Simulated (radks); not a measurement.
**Ionisation of I: one atom, several choices of exchange strength α**

An exercise on one series of results from a longer session: the logs are not shown, and one member is left open.

The numbers are computed with radks (a radial shooting solver on a logarithmic mesh, Libxc functionals) version 1 (Dirac Kohn-Sham, spin-unpolarised, spherical densities, point nucleus; open shells are shared between the two j in proportion to 2j + 1), except any that are marked as measured or tabulated.

### What is computed

| Item | Value |
| --- | --- |
| element | iodine (Z = 53) |
| charge | 0 |
| electrons | 53 |
| configuration | [Kr] 4d10 5s2 5p5 |
| ion | I⁺, [Kr] 4d10 5s2 5p4 |
| choices | α = 0.574; α = 0.628; α = 0.667; α = 0.892; α = 1.027 |

The outer shells:

I
```
[Kr] core
4d [↑↓][↑↓][↑↓][↑↓][↑↓]
5s [↑↓]
5p [↑↓][↑↓][↑ ]
```

I⁺
```
[Kr] core
4d [↑↓][↑↓][↑↓][↑↓][↑↓]
5s [↑↓]
5p [↑↓][↑ ][↑ ]
```

The first run:

The run's settings:

```text
Z 53
configuration [Kr] 4d10 5s2 5p5
relativity Dirac
functional xalpha 0.574
spin unpolarised
j_filling average
nucleus point
c 137.035999084
```

Among the steps run: α = 0.574: I.

One of the session's tables, all rows but one given; the rest of the session is left out.

It belongs to the step «α = 0.574: I». From the orbitals of this run (lengths in bohr):

| level | <r> | outermost maximum (interpolated) | 90 % within | nodes |
| --- | --- | --- | --- | --- |
| 4s1/2 | ? | ? | ? | ? |
| 4p1/2 | 0.7766 | 0.701 | 1.14 | 2 |
| 4p3/2 | 0.8057 | 0.726 | 1.18 | 2 |
| 4d3/2 | 0.9251 | 0.778 | 1.42 | 1 |
| 4d5/2 | 0.9371 | 0.787 | 1.43 | 1 |
| 5s1/2 | 1.985 | 1.71 | 2.92 | 4 |
| 5p1/2 | 2.464 | 1.99 | 3.76 | 3 |
| 5p3/2 | 2.613 | 2.08 | 4.01 | 3 |

Estimate the missing values for 4s1/2.

**Answer.** <r>: 0.7429; outermost maximum (interpolated): 0.683; 90 % within: 1.07; nodes: 3. In the column «<r>» it is the lowest.

Limits of these values: Spin polarisation and multiplet splitting are left out, so open shells lie too high by an amount that depends on their filling.
